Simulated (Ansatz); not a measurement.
This script drives Ansatz's Python interface.

`dimer_br2si.py`
```python
"""Binding of a Br2Si dimer at a trial geometry."""

import logging
import sys

import ansatz as az

logging.basicConfig(stream=sys.stdout, format="%(levelname)s:%(name)s:%(message)s")
logger = logging.getLogger("calc")
logger.setLevel(logging.INFO)

BASIS = "def2-SVP"
XC = "r2scan"
VDW = "d3bj"

FIRST = [
    ("Br", (0.9724, 1.4266, 0.6786)),
    ("Si", (-0.7118, 0.3656, -0.3469)),
    ("Br", (-0.2607, -1.7922, -0.3318)),
]
SECOND = [
    ("Br", (-2.1895, -4.0238, 2.2174)),
    ("Si", (-3.2822, -2.0693, 2.2131)),
    ("Br", (-4.8218, -2.1518, 3.7887)),
]

def energy(atoms, ghosts=()):
    molecule = az.Crystal.molecule()
    for symbol, xyz in atoms:
        molecule = molecule.atom(symbol, xyz)
    calc = (
        molecule.calculation()
        .basis(gaussian=BASIS)
        .functional(XC, dispersion=VDW)
    )
    deck = calc.input()
    if ghosts:
        deck = deck.set(az.key.basis.gaussian.ghost_atoms, [{"symbol": s, "position_ang": list(xyz)} for s, xyz in ghosts])
    return az.Session.from_dict(deck).plan().execute().report["free_energy_ev"]

# monomers in their own basis and in the basis of the dimer
both = energy(FIRST + SECOND)
alone = energy(FIRST) + energy(SECOND)
ghosted = energy(FIRST, SECOND) + energy(SECOND, FIRST)
logger.info(f"dimer {both:.6f} eV")
logger.info(f"interaction, uncorrected   {96.485332 * (both - alone):8.3f} kJ/mol")
logger.info(f"interaction, counterpoise  {96.485332 * (both - ghosted):8.3f} kJ/mol")
logger.info(f"basis-set superposition    {96.485332 * (alone - ghosted):8.3f} kJ/mol")
```

It is started by `python dimer_br2si.py`. How long does it take on 1 thread of Arm Neoverse V1, on a shared host, and how much memory does it need?

It took about 48 s, with a peak of 0.34 GiB, for 5 runs of the engine.

```console
$ python dimer_br2si.py
DeckWarning: the engine holds no damping parameters fitted to this dispersion correction and functional, so the run takes those fitted to r2scan beside the three-body term, which d3bj leaves out (hamiltonian.dispersion, under Limitations)
INFO:calc:dimer -295902.467290 eV
INFO:calc:interaction, uncorrected     -9.484 kJ/mol
INFO:calc:interaction, counterpoise    -6.613 kJ/mol
INFO:calc:basis-set superposition       2.872 kJ/mol
```
(Warnings from the package without file and line.)

Uncorrected it is -9.484 kJ/mol, with the counterpoise correction -6.613 kJ/mol; the difference, 2.87 kJ/mol, is the superposition error.

Total energies depend on the basis set; only differences at equal settings carry meaning. The dimer is a generated trial pose of unrelaxed monomers, not a minimum, so the figure is no binding energy, and the basis set is small. A dispersion term here runs with damping parameters fitted for another variant or functional.

(Lines on the test bed's own set-up are left out of the output.)
